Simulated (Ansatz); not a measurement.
# Ta (Im-3m): all-electron equation of state, by script

Where is the equilibrium volume of Ta (Im-3m) with all electrons, and how stiff is it? Wanted for Ta (Im-3m): an all-electron equation of state.

Program: the Python package of Ansatz 0.2.0. Level of theory: DFT PBEsol, all-electron LAPW. These are calculated values, not measurements.

## 1. Starting point

It takes space group Im-3m (No. 229, cubic). The conventional cell has a = 3.303 Å, b = 3.303 Å, c = 3.303 Å, α = 90.00°, β = 90.00°, γ = 90.00°. Ta (site symmetry m-3m) is surrounded by 8 Ta at 2.86 Å.

The script holds or builds the structure itself.

## 2. The code

File ta.py:

```python
'''All-electron equation of state of Ta.'''

import warnings

import ansatz as az
from ase.eos import EquationOfState
from ase.units import GPa
import numpy as np

VECTORS = np.array([
    [-1.65128, 1.65128, 1.65128],
    [1.65128, -1.65128, 1.65128],
    [1.65128, 1.65128, -1.65128],
])
SITES = [
    ('Ta', (0.0, 0.0, 0.0)),
]


def build(cell):
    crystal = az.Crystal(lattice=az.Lattice.of(cell))
    for symbol, position in SITES:
        crystal = crystal.atom(symbol, position)
    return crystal

warnings.simplefilter('ignore', az.DeckWarning)

volumes, energies = [], []
for scale in np.linspace(0.92, 1.08, 5):
    cell = VECTORS * scale ** (1 / 3)
    setup = (
        build(cell).calculation()
        .functional('pbesol')
        .mixing('anderson')
        .occupations('Marzari-Vanderbilt', width=300 * az.meV)
        .kpoints(10, 10, 10)
        .pseudopotentials('all_electron', lapw=True)
    )
    rep = setup.run(threads=1).report
    volumes.append(abs(np.linalg.det(cell)) / len(SITES))
    energies.append(rep['free_energy_ev'] / len(SITES))
    print(f'{scale:.3f} {volumes[-1]:9.4f} A^3/atom {energies[-1]:16.5f} eV/atom  (estimated basis error {1000 * rep["lapw_basis_errors"]["total_ev_per_atom"]:.2f} meV/atom)')
v0, e0, bulk = EquationOfState(volumes, energies, eos='birchmurnaghan').fit()
print(f'V0 = {v0:.4f} A^3/atom, B0 = {bulk / GPa:.1f} GPa')
```

## 3. The calls as engine input

The package turns the script's settings into the engine's input (first run):

```yaml
crystal:
  lattice:
    - [-1.6060164769586727, 1.6060164769586727, 1.6060164769586727]
    - [1.6060164769586727, -1.6060164769586727, 1.6060164769586727]
    - [1.6060164769586727, 1.6060164769586727, -1.6060164769586727]
  atoms:
    - { symbol: Ta, position: [0.0, 0.0, 0.0] }
kpoints:
  mp_grid:
    grid: [10, 10, 10]
hamiltonian:
  xc: pbesol
  pseudopotentials:
    kind: all_electron
    lapw: {}
scf:
  mixing:
    algorithm: anderson
  occupations:
    method: cold
    width: 0.3
```

## 4. The run

Run with:

```
$ python ta.py
```

**Question.** Where does the minimum lie against the volume typed, and how stiff is the crystal?

The runs gave:

| quantity | value |
| --- | --- |
| runs compared | 5 |
| range of energy | 89.98 meV/atom |
| lowest point, volume (Å³/atom) | 18.010 |
| equilibrium volume (fit) | 17.76 Å³/atom |
| bulk modulus (fit) | 211 GPa |

**Reading.** A third-order Birch-Murnaghan fit through the 5 points has its minimum at 17.76 Å³ an atom, 1.4 % below the typed cell, with a bulk modulus of 211 GPa and dB/dP = 3.6. From that minimum the energy rises by 58.3 meV an atom on the compressed side and 92.2 meV on the expanded side. Reading the output:
- No spin polarisation was allowed.
- For a metal this k-point mesh is coarse: on a finer one energies can move by several to tens of meV an atom and pressures by half a GPa or more, differences at one mesh by less.
- Spin-orbit coupling, which matters for elements this heavy, is left out.
